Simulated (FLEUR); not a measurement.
# Bi2Te3 (Tellurobismuthite) (R-3m) in FLEUR: a series of runs

Aim: see how the results for Bi2Te3 (Tellurobismuthite) move with the level of theory and the settings. Levels: PBEsol, r2SCAN. Tasks: band structure.

All numbers are computed with FLEUR MaX-R8.1 (later development tree); they aren't measurements. Logs are shortened: lines on timing, memory, paths and dates and some standing lists are left out, and cuts for length are marked.

**What was measured.**

“Vacancy and Antisite-Induced Ferromagnetism in Liquid-Phase Exfoliated Bi2Te3”, 2024, arxiv:2412.10539 quotes, for a bulk crystal of Bi2Te3: band gap 0.17 eV.

The results are compared with them further down.

## 1. Starting point

It takes space group R-3m (No. 166, trigonal). The conventional cell has a = 4.386 Å, b = 4.386 Å, c = 30.497 Å, α = 90.00°, β = 90.00°, γ = 120.00°. Bi (site symmetry 3m) has 6 Te at 3.07 to 3.25 Å as nearest neighbours. Around Te (site symmetry 3m) lie 3 Bi at 3.07 Å. Te (site symmetry -3m) has 6 Bi at 3.25 Å as nearest neighbours.

## 2. Band structure, PBEsol

Input file inp.xml:

```xml
<?xml version="1.0" encoding="UTF-8" standalone="no"?>
<fleurInput fleurInputVersion="0.39">
   <comment>
      Bi2Te3                                                                                              
   </comment>
   <calculationSetup>
      <cutoffs Kmax="4.1" Gmax="12.7" GmaxXC="12.7" numbands="0"/>
      <scfLoop itmax="60" minDistance="0.00001" maxIterBroyd="15" imix="Anderson" alpha="0.05" precondParam="0.0" spinf="2.0" sdNocoIR="T"/>
      <coreElectrons ctail="T" frcor="F" kcrel="0" coretail_lmax="0"/>
      <xcFunctional name="PBEs" relativisticCorrections="F"/>
      <magnetism jspins="1"/>
      <soc l_soc="F" theta="0.0" phi="0.0" spav="F"/>
      <expertModes spex="0" secvar="F"/>
      <geometryOptimization l_f="F" forcealpha="1.0" forcemix="BFGS" epsdisp="0.00001" epsforce="0.00001"/>
      <ldaU l_linMix="F" mixParam="0.05" spinf="1.0"/>
   </calculationSetup>
   <cell>
      <bzIntegration valenceElectrons="108.0" mode="hist" fermiSmearingEnergy="0.00183747">
         <kPointListSelection listName="default-1"/>
         <!-- k-points included here -->
         <xi:include xmlns:xi="http://www.w3.org/2001/XInclude" href="kpts.xml"> </xi:include>
      </bzIntegration>
      <!-- symmetry operations included here -->
      <xi:include xmlns:xi="http://www.w3.org/2001/XInclude" href="sym.xml"> </xi:include>
      <bulkLattice scale="1.0">
         <bravaisMatrix>
[... 40 lines left out ...]
   </atomSpecies>
   <atomGroups>
      <atomGroup species="Bismuth (Bi)">
         <relPos label="                   1">-2.000/5.000 -2.000/5.000 -2.000/5.000</relPos>
         <relPos label="                   2">2.000/5.000 2.000/5.000 2.000/5.000</relPos>
         <force calculate="T" relaxXYZ="TTT"/>
      </atomGroup>
      <atomGroup species="Tellurium (Te)">
         <relPos label="                   3">-.2095000000 -.2095000000 -.2095000000</relPos>
         <relPos label="                   4">.2095000000 .2095000000 .2095000000</relPos>
         <force calculate="T" relaxXYZ="TTT"/>
      </atomGroup>
      <atomGroup species="Tellurium (Te)">
         <relPos label="                   5">.0000000000 .0000000000 .0000000000</relPos>
         <force calculate="T" relaxXYZ="TTT"/>
      </atomGroup>
   </atomGroups>
   <output dos="F" band="F" slice="F">
      <checks vchk="F" cdinf="F"/>
      <bandDOS minEnergy="-.5*Htr" maxEnergy="0.5*Htr" sigma="0.015" storeEVData="T"/>
      <vacuumDOS vacdos="F" integ="F" star="F" nstars="0" locx1="0.0" locy1="0.0" locx2="0.0" locy2="0.0" nstm="0" tworkf="0.0"/>
      <unfoldingBand unfoldBand="F" supercellX="1" supercellY="1" supercellZ="1"/>
      <plotting iplot="0" polar="F">
         <plot TwoD="T" vec1="  1.0  0.0  0.0" vec2="  0.0  1.0  0.0" vec3="  0.0  0.0  1.0" zero="  0.0  0.0  0.0" file="plot"/>
      </plotting>
      <chargeDensitySlicing numkpt="0" minEigenval="0.0" maxEigenval="0.0" nnne="0" pallst="F"/>
      <specialOutput eonly="F"/>
      <moessbauerParams electricFieldGradient="T" isomerShift="T" coreHyperfine="T" valenceHyperfine="T"/>
      <magneticCircularDichroism mcd="F" energyLo="-10.0" energyUp="0.0"/>
   </output>
  <!-- We include the file relax.xml here to enable relaxations (see documentation) -->
  <xi:include xmlns:xi="http://www.w3.org/2001/XInclude" href="relax.xml"> <xi:fallback/> </xi:include>
</fleurInput>
```

Input file crystal.txt:

```
Bi2Te3
&input cartesian=F /
2.1930000000  1.2661291403  10.1656666667
-2.1930000000  1.2661291403  10.1656666667
0.0000000000  -2.5322582807  10.1656666667
1.8897261246
1.0 1.0 1.0

5
83 0.6000000000  0.6000000000  0.6000000000
83 0.4000000000  0.4000000000  0.4000000000
52 0.7905000000  0.7905000000  0.7905000000
52 0.2095000000  0.2095000000  0.2095000000
52 0.0000000000  0.0000000000  0.0000000000

&kpt div1=7 div2=7 div3=7 gamma=T /
```

Input file inp.xml (bands):

```
<?xml version="1.0" encoding="UTF-8" standalone="no"?>
<fleurInput fleurInputVersion="0.39">
   <comment>
      Bi2Te3                                                                                              
   </comment>
   <calculationSetup>
      <cutoffs Kmax="4.1" Gmax="12.7" GmaxXC="12.7" numbands="0"/>
      <scfLoop itmax="60" minDistance="0.00001" maxIterBroyd="15" imix="Anderson" alpha="0.05" precondParam="0.0" spinf="2.0" sdNocoIR="T"/>
      <coreElectrons ctail="T" frcor="F" kcrel="0" coretail_lmax="0"/>
      <xcFunctional name="PBEs" relativisticCorrections="F"/>
      <magnetism jspins="1"/>
      <soc l_soc="F" theta="0.0" phi="0.0" spav="F"/>
      <expertModes spex="0" secvar="F"/>
      <geometryOptimization l_f="F" forcealpha="1.0" forcemix="BFGS" epsdisp="0.00001" epsforce="0.00001"/>
      <ldaU l_linMix="F" mixParam="0.05" spinf="1.0"/>
   </calculationSetup>
   <cell>
      <bzIntegration valenceElectrons="108.0" mode="hist" fermiSmearingEnergy="0.00183747">
         <kPointListSelection listName="path-1"/>
         <!-- k-points included here -->
         <xi:include xmlns:xi="http://www.w3.org/2001/XInclude" href="kpts.xml"> </xi:include>
      </bzIntegration>
      <!-- symmetry operations included here -->
      <xi:include xmlns:xi="http://www.w3.org/2001/XInclude" href="sym.xml"> </xi:include>
[... 41 lines left out ...]
      </species>
   </atomSpecies>
   <atomGroups>
      <atomGroup species="Bismuth (Bi)">
         <relPos label="                   1">-2.000/5.000 -2.000/5.000 -2.000/5.000</relPos>
         <relPos label="                   2">2.000/5.000 2.000/5.000 2.000/5.000</relPos>
         <force calculate="T" relaxXYZ="TTT"/>
      </atomGroup>
      <atomGroup species="Tellurium (Te)">
         <relPos label="                   3">-.2095000000 -.2095000000 -.2095000000</relPos>
         <relPos label="                   4">.2095000000 .2095000000 .2095000000</relPos>
         <force calculate="T" relaxXYZ="TTT"/>
      </atomGroup>
      <atomGroup species="Tellurium (Te)">
         <relPos label="                   5">.0000000000 .0000000000 .0000000000</relPos>
         <force calculate="T" relaxXYZ="TTT"/>
      </atomGroup>
   </atomGroups>
   <output dos="F" band="T" slice="F">
      <checks vchk="F" cdinf="F"/>
      <bandDOS minEnergy="-.5*Htr" maxEnergy="0.5*Htr" sigma="0.015" storeEVData="T"/>
      <vacuumDOS vacdos="F" integ="F" star="F" nstars="0" locx1="0.0" locy1="0.0" locx2="0.0" locy2="0.0" nstm="0" tworkf="0.0"/>
      <unfoldingBand unfoldBand="F" supercellX="1" supercellY="1" supercellZ="1"/>
      <plotting iplot="0" polar="F">
         <plot TwoD="T" vec1="  1.0  0.0  0.0" vec2="  0.0  1.0  0.0" vec3="  0.0  0.0  1.0" zero="  0.0  0.0  0.0" file="plot"/>
      </plotting>
      <chargeDensitySlicing numkpt="0" minEigenval="0.0" maxEigenval="0.0" nnne="0" pallst="F"/>
      <specialOutput eonly="F"/>
      <moessbauerParams electricFieldGradient="T" isomerShift="T" coreHyperfine="T" valenceHyperfine="T"/>
      <magneticCircularDichroism mcd="F" energyLo="-10.0" energyUp="0.0"/>
   </output>
  <!-- We include the file relax.xml here to enable relaxations (see documentation) -->
  <xi:include xmlns:xi="http://www.w3.org/2001/XInclude" href="relax.xml"> <xi:fallback/> </xi:include>
</fleurInput>
```

Potentials or basis: all-electron, FLAPW.

On the command line:

```bash
$ inpgen -f crystal.txt -profile fastHighL
$ # inp.xml edited to the form shown
$ mpirun -n 4 fleur_MPI -pe_per_kpt 1
$ mpirun -n 4 fleur_MPI -pe_per_kpt 1   # second run, on inp.xml (bands)
```

Output:

```text
Welcome to FLEUR        (www.flapw.de)
      MaX-Release 8.1          (www.max-centre.eu)

 ========== k-point set info ==========
 Selected k-point list: default-1
 k-point list type: mesh
 7 x 7 x 7
 Number of k points: 44

 ------------Calculation Setup---------------------------
 Number of MPI-tasks      :            4
 Number of PE/node        :            4
 Number of OMP-threads    :            1
 Using exactly            1  PE per kpt
 k-points in parallel     :            4
 Using exactly            1  PE per kpt
 pe's per k-point         :            1
 No of k-point loops      :           11
 Using exactly            1  PE per kpt
 Using exactly            1  PE per kpt
 Eigenvalue solver        :       lapack
 Number of basis functions:         1591
 Approximate size of matrices (H+S) per k-point:         0.038 GB
 --------------------------------------------------------
 Iteration:     1   Distance:       8.61758990 me/bohr^3
 Iteration:     2   Distance:       8.05152681 me/bohr^3
 Iteration:     3   Distance:       3.85645126 me/bohr^3
 Iteration:     4   Distance:       2.27302223 me/bohr^3
 Iteration:     5   Distance:       1.80051206 me/bohr^3
 Iteration:     6   Distance:       0.58643678 me/bohr^3
 Iteration:     7   Distance:       0.17357250 me/bohr^3
 Iteration:     8   Distance:       0.11899296 me/bohr^3
 Iteration:     9   Distance:       0.03504909 me/bohr^3
 Iteration:    10   Distance:       0.03167092 me/bohr^3
 Iteration:    11   Distance:       0.00438142 me/bohr^3
 Iteration:    12   Distance:       0.00276077 me/bohr^3
 Iteration:    13   Distance:       0.00149674 me/bohr^3
 Iteration:    14   Distance:       0.00020282 me/bohr^3
 Iteration:    15   Distance:       0.00009364 me/bohr^3
 Iteration:    16   Distance:       0.00008201 me/bohr^3
 Iteration:    17   Distance:       0.00006462 me/bohr^3
 Iteration:    18   Distance:       0.00003844 me/bohr^3
 Iteration:    19   Distance:       0.00000992 me/bohr^3

 ********************************************************************
 Run finished successfully
 Stop message:
   all done
 ********************************************************************
```

Run time: 3.5 min. Hardware: 4 MPI ranks of AMD EPYC 9R45 (Zen 5), shared host.

Results:

| Quantity | Value |
| --- | --- |
| Free energy | -1728813.0850 eV |
| Band gap on the k mesh | 0.24 eV, direct |
| Band gap along the path | 0.24 eV, direct |
| Valence electrons inside the program's atomic spheres | Bi 18.74; Te 19.75, 19.80 (radii Bi 2.66, Te 2.55 bohr) |

Levels at the corners of the path, in eV from the valence-band top:
```csv
point,band 51,band 52,band 53,band 54,band 55,band 56,band 57,band 58
Γ,-1.69,-0.85,-0.85,0.00,0.24,0.65,0.65,1.95
L,-2.90,-2.43,-0.90,-0.50,0.54,1.05,2.74,2.74
B1,-2.57,-1.95,-0.97,-0.77,1.18,1.44,2.52,3.23
B,-2.57,-1.95,-0.97,-0.77,1.18,1.44,2.52,3.23
Z,-1.40,-1.14,-1.14,-0.46,0.82,1.13,1.13,1.64
Γ,-1.69,-0.85,-0.85,0.00,0.24,0.65,0.65,1.95
X,-2.98,-1.62,-1.39,-0.64,1.06,2.00,2.05,3.63
Q,-2.98,-1.62,-1.39,-0.64,1.06,2.00,2.05,3.63
F,-2.00,-1.83,-1.54,-0.95,0.83,1.49,2.06,2.63
P1,-2.47,-1.35,-1.33,-1.23,1.15,1.29,1.69,2.57
Z,-1.40,-1.14,-1.14,-0.46,0.82,1.13,1.13,1.64
L,-2.90,-2.43,-0.90,-0.50,0.54,1.05,2.74,2.74
P,-2.47,-1.35,-1.33,-1.23,1.15,1.29,1.69,2.57
```

Core levels (eV from the Fermi level):
| atom | levels |
| --- | --- |
| 1 Bi | 1s1/2 -90489.9, 2s1/2 -16241.6, 2p1/2 -15603.6, 2p3/2 -13284.6, 3s1/2 -3917.3, 3p1/2 -3629.4, 3p3/2 -3110.1, 4s1/2 -896.1, 3d3/2 -2638.9, 3d5/2 -2528.8, 4p1/2 -771.0, 4p3/2 -643.0, 5s1/2 -153.7, 4d3/2 -439.7, 4d5/2 -415.8, 4f5/2 -151.9, 4f7/2 -146.4 |
| 2 Bi | 1s1/2 -90489.9, 2s1/2 -16241.6, 2p1/2 -15603.6, 2p3/2 -13284.6, 3s1/2 -3917.3, 3p1/2 -3629.4, 3p3/2 -3110.1, 4s1/2 -896.1, 3d3/2 -2638.9, 3d5/2 -2528.8, 4p1/2 -771.0, 4p3/2 -643.0, 5s1/2 -153.7, 4d3/2 -439.7, 4d5/2 -415.8, 4f5/2 -151.9, 4f7/2 -146.4 |
| 3 Te | 1s1/2 -31586.9, 2s1/2 -4838.7, 2p1/2 -4533.8, 2p3/2 -4259.5, 3s1/2 -959.0, 3p1/2 -833.6, 3p3/2 -782.5, 4s1/2 -159.2, 3d3/2 -561.1, 3d5/2 -550.4 |
| 4 Te | 1s1/2 -31586.9, 2s1/2 -4838.7, 2p1/2 -4533.8, 2p3/2 -4259.5, 3s1/2 -959.0, 3p1/2 -833.6, 3p3/2 -782.5, 4s1/2 -159.2, 3d3/2 -561.1, 3d5/2 -550.4 |
| 5 Te | 1s1/2 -31586.7, 2s1/2 -4838.5, 2p1/2 -4533.6, 2p3/2 -4259.3, 3s1/2 -958.8, 3p1/2 -833.4, 3p3/2 -782.3, 4s1/2 -159.1, 3d3/2 -560.9, 3d5/2 -550.3 |

Caveat: spin-orbit coupling is left out, which as a rule narrows the gap of such compounds by several tenths of an eV.

## 3. Band structure, r2SCAN

Changes to inp.xml since step 2:

```diff
@@ -7,5 +7,8 @@
       <cutoffs Kmax="4.1" Gmax="12.7" GmaxXC="12.7" numbands="0"/>
-      <scfLoop itmax="60" minDistance="0.00001" maxIterBroyd="15" imix="Anderson" alpha="0.05" precondParam="0.0" spinf="2.0" sdNocoIR="T"/>
-      <coreElectrons ctail="T" frcor="F" kcrel="0" coretail_lmax="0"/>
-      <xcFunctional name="PBEs" relativisticCorrections="F"/>
+      <scfLoop itmax="80" minDistance="0.0001" maxIterBroyd="30" imix="Anderson" alpha="0.05" precondParam="0.0" spinf="2.0" sdNocoIR="T"/>
+      <coreElectrons ctail="F" frcor="F" kcrel="0" coretail_lmax="0"/>
+      <xcFunctional name="LibXC" relativisticCorrections="F">
+         <LibXCName exchange="mgga_x_r2scan" correlation="mgga_c_r2scan"/>
+         <AuxGGA exchange="117" correlation="130"/>
+      </xcFunctional>
       <magnetism jspins="1"/>
```

crystal.txt is that of step 2.

Changes to inp.xml (bands) since step 2:

```diff
@@ -7,5 +7,8 @@
       <cutoffs Kmax="4.1" Gmax="12.7" GmaxXC="12.7" numbands="0"/>
-      <scfLoop itmax="60" minDistance="0.00001" maxIterBroyd="15" imix="Anderson" alpha="0.05" precondParam="0.0" spinf="2.0" sdNocoIR="T"/>
-      <coreElectrons ctail="T" frcor="F" kcrel="0" coretail_lmax="0"/>
-      <xcFunctional name="PBEs" relativisticCorrections="F"/>
+      <scfLoop itmax="80" minDistance="0.0001" maxIterBroyd="30" imix="Anderson" alpha="0.05" precondParam="0.0" spinf="2.0" sdNocoIR="T"/>
+      <coreElectrons ctail="F" frcor="F" kcrel="0" coretail_lmax="0"/>
+      <xcFunctional name="LibXC" relativisticCorrections="F">
+         <LibXCName exchange="mgga_x_r2scan" correlation="mgga_c_r2scan"/>
+         <AuxGGA exchange="117" correlation="130"/>
+      </xcFunctional>
       <magnetism jspins="1"/>
```

Potentials or basis: all-electron, FLAPW.

On the command line:

```bash
$ inpgen -f crystal.txt -profile fastHighL
$ # inp.xml edited to the form shown
$ mpirun -n 4 fleur_MPI -pe_per_kpt 1 -warn_only
$ mpirun -n 4 fleur_MPI -pe_per_kpt 1 -warn_only   # second run, on inp.xml (bands)
```

Run time: 5.7 min. Hardware: 4 MPI ranks of AMD EPYC 9R45 (Zen 5), shared host.

It converged, with:

- Free energy: -1729239.9703 eV
- Band gap on the k mesh: 0.52 eV, direct
- Band gap along the path: 0.52 eV, direct
- Valence electrons inside the program's atomic spheres: Bi 18.72; Te 19.77, 19.83 (radii Bi 2.66, Te 2.55 bohr)

Levels at the corners of the path, in eV from the valence-band top:
```tsv
point	band 52	band 53	band 54	band 55	band 56	band 57
Γ	-1.01	-1.01	0.00	0.52	0.69	0.69
L	-2.54	-1.06	-0.56	0.76	1.13	2.93
B1	-2.07	-1.09	-0.85	1.37	1.57	2.68
B	-2.07	-1.09	-0.85	1.37	1.57	2.68
Z	-1.31	-1.31	-0.40	0.99	1.18	1.18
Γ	-1.01	-1.01	0.00	0.52	0.69	0.69
X	-1.74	-1.48	-0.75	1.24	2.17	2.19
Q	-1.74	-1.48	-0.75	1.24	2.17	2.19
F	-1.89	-1.70	-1.06	1.00	1.68	2.14
P1	-1.51	-1.39	-1.30	1.31	1.47	1.77
Z	-1.31	-1.31	-0.40	0.99	1.18	1.18
L	-2.54	-1.06	-0.56	0.76	1.13	2.93
P	-1.51	-1.39	-1.30	1.31	1.47	1.77
```

Core levels (eV from the Fermi level):
```csv
atom,levels
1 Bi,"1s1/2 -90523.7, 2s1/2 -16247.4, 2p1/2 -15606.5, 2p3/2 -13286.4, 3s1/2 -3919.1, 3p1/2 -3630.3, 3p3/2 -3110.7, 4s1/2 -897.2, 3d3/2 -2639.2, 3d5/2 -2529.1, 4p1/2 -771.7, 4p3/2 -643.7, 5s1/2 -153.9, 4d3/2 -440.1, 4d5/2 -416.2, 4f5/2 -152.0, 4f7/2 -146.5"
2 Bi,"1s1/2 -90523.7, 2s1/2 -16247.4, 2p1/2 -15606.5, 2p3/2 -13286.4, 3s1/2 -3919.1, 3p1/2 -3630.3, 3p3/2 -3110.7, 4s1/2 -897.2, 3d3/2 -2639.2, 3d5/2 -2529.1, 4p1/2 -771.7, 4p3/2 -643.7, 5s1/2 -153.9, 4d3/2 -440.1, 4d5/2 -416.2, 4f5/2 -152.0, 4f7/2 -146.5"
3 Te,"1s1/2 -31604.5, 2s1/2 -4841.2, 2p1/2 -4534.9, 2p3/2 -4260.4, 3s1/2 -959.8, 3p1/2 -833.9, 3p3/2 -782.8, 4s1/2 -159.5, 3d3/2 -561.1, 3d5/2 -550.4"
4 Te,"1s1/2 -31604.5, 2s1/2 -4841.2, 2p1/2 -4534.9, 2p3/2 -4260.4, 3s1/2 -959.8, 3p1/2 -833.9, 3p3/2 -782.8, 4s1/2 -159.5, 3d3/2 -561.1, 3d5/2 -550.4"
5 Te,"1s1/2 -31604.3, 2s1/2 -4841.0, 2p1/2 -4534.7, 2p3/2 -4260.2, 3s1/2 -959.6, 3p1/2 -833.7, 3p3/2 -782.6, 4s1/2 -159.3, 3d3/2 -560.9, 3d5/2 -550.2"
```

Caveat: the meta-GGA is that of a development version, with a GGA for the radial functions and cores and without core tails; spin-orbit coupling is left out, which as a rule narrows the gap of such compounds by several tenths of an eV.

## 4. Against experiment

Step 2. Measured gap of Bi2Te3: 0.17 eV (quoted in “Vacancy and Antisite-Induced Ferromagnetism in Liquid-Phase Exfoliated Bi2Te3”, 2024, arxiv:2412.10539). This calculation gives 0.24 eV (+0.07 eV). Spin-orbit coupling on Bi, Te is left out. The value is that of PBEsol, without temperature or zero-point motion.

Step 3. Against the measured gap of Bi2Te3, 0.17 eV (quoted in “Vacancy and Antisite-Induced Ferromagnetism in Liquid-Phase Exfoliated Bi2Te3”, 2024, arxiv:2412.10539), the calculated 0.52 eV is off by +0.35 eV. Spin-orbit coupling on Bi, Te is left out. The value is that of r2SCAN, without temperature or zero-point motion.
